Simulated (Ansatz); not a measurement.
**CH7ClGeOSi: a ladder of functionals and wavefunction methods**

One table from this session's results is given with a row withheld; the runs are named, their logs left out.

Computed with Ansatz 0.2.0, Gaussian basis. Level: functionals in def2-TZVPP, the program's frozen cores in correlated methods.

Levels to be run: LDA (SPW92), PBE-D4, revPBE-D4, BLYP-D4, r2SCAN-D4, B97M-V, PBE0-D4, B3LYP-D4, r2SCANh-D4, r2SCAN0-D4, HSE06-D4, BHLYP-D4, CAM-B3LYP-D4, LC-ωPBE, ωB97X-V, ωB97M-V, B2PLYP, PBE-QIDH; CCSD(T)/def2-SVP; CCSD(T)/def2-TZVPP; MP2/def2-QZVPP; extrapolation to the limit.

## Structure used throughout

An earlier PBE0-D4 in a triple-zeta def2 set relaxation fixed the geometry.

12 atoms, charge 0, spin multiplicity 1.

Atoms are counted from 1 here; the program's logs count them from 0.

Bond lengths: C1–O2 1.412 Å, C1–H6 1.095 Å, C1–H7 1.090 Å, C1–H8 1.096 Å, O2–Si3 1.636 Å, Si3–Cl4 2.049 Å, Si3–Ge5 2.381 Å, Si3–H9 1.489 Å, Ge5–H10 1.540 Å, Ge5–H11 1.537 Å, Ge5–H12 1.536 Å. Angles: O2–C1–H6 111.4°, O2–C1–H7 107.9°, O2–C1–H8 111.5°, H6–C1–H7 108.6°, H6–C1–H8 108.7°, H7–C1–H8 108.6°, C1–O2–Si3 123.3°, O2–Si3–Cl4 106.4°, O2–Si3–Ge5 112.3°, O2–Si3–H9 109.6°, Cl4–Si3–Ge5 108.6°, Cl4–Si3–H9 107.8°, Ge5–Si3–H9 111.8°, Si3–Ge5–H10 110.3°, Si3–Ge5–H11 110.3°, Si3–Ge5–H12 110.4°, H10–Ge5–H11 108.2°, H10–Ge5–H12 108.5° and more.

The first run:

in.yaml reads:

```yaml
crystal:
  periodic: [false, false, false]
  atoms:
    - {symbol: C, position_ang: [0.543850, 1.748341, 0.967528]}
    - {symbol: O, position_ang: [1.040686, 0.962477, -0.094584]}
    - {symbol: Si, position_ang: [0.835323, -0.657712, -0.185467]}
    - {symbol: Cl, position_ang: [2.161696, -1.331626, -1.593748]}
    - {symbol: Ge, position_ang: [-1.366181, -1.252776, -0.869605]}
    - {symbol: H, position_ang: [-0.548703, 1.819789, 0.934496]}
    - {symbol: H, position_ang: [0.960608, 2.750998, 0.867080]}
    - {symbol: H, position_ang: [0.840347, 1.342208, 1.941270]}
    - {symbol: H, position_ang: [1.197013, -1.281745, 1.116865]}
    - {symbol: H, position_ang: [-2.405686, -0.648795, 0.093392]}
    - {symbol: H, position_ang: [-1.534147, -2.780444, -0.858924]}
    - {symbol: H, position_ang: [-1.647705, -0.725916, -2.284501]}
basis:
  gaussian: {orbitals: def2-TZVPP}
hamiltonian: {xc: lda}
output: {orbitals: {seedname: orbitals}}
```

Command:

```
> ansatz run in.yaml --threads 2 --pin off --events-out ev --progress --plain --max-ram 20480MiB --backend cpu
```

Among the steps run: LDA; PBE-D4 (GGA); revPBE-D4 (GGA); BLYP-D4 (GGA); r2SCAN-D4 (meta-GGA); B97M-V (meta-GGA); PBE0-D4 (hybrid); B3LYP-D4 (hybrid); r2SCANh-D4 (hybrid); r2SCAN0-D4 (hybrid); HSE06-D4 (hybrid); BHLYP-D4 (hybrid); CAM-B3LYP-D4 (range-separated); LC-ωPBE (range-separated); ωB97X-V (range-separated); ωB97M-V (range-separated); B2PLYP (double hybrid); PBE-QIDH (double hybrid).

One of the session's tables, all rows but one given; the rest of the session is left out.

| functional | HOMO (eV) | gap (eV) |
| --- | --- | --- |
| LDA (SPW92) | -6.60 | 5.38 |
| PBE-D4 | -6.50 | 5.53 |
| revPBE-D4 | -6.45 | 5.60 |
| BLYP-D4 | -6.39 | 5.59 |
| r2SCAN-D4 | -6.79 | 6.09 |
| B97M-V | -6.92 | 6.09 |
| PBE0-D4 | -7.74 | 7.61 |
| B3LYP-D4 | -7.54 | 7.24 |
| r2SCANh-D4 | -7.25 | 6.84 |
| r2SCAN0-D4 | -7.93 | 7.95 |
| HSE06-D4 | -7.35 | 6.84 |
| BHLYP-D4 | -8.87 | 9.67 |
| CAM-B3LYP-D4 | -9.04 | 9.97 |
| LC-ωPBE | -10.30 | 12.37 |
| ωB97X-V | -10.00 | 11.93 |
| ωB97M-V | ? | ? |

**Question.** Estimate the row for ωB97M-V.

**Answer.** HOMO (eV): -9.82; gap (eV): 11.49. In the column «HOMO (eV)» it lies between ωB97X-V (-10.00) and CAM-B3LYP-D4 (-9.04).
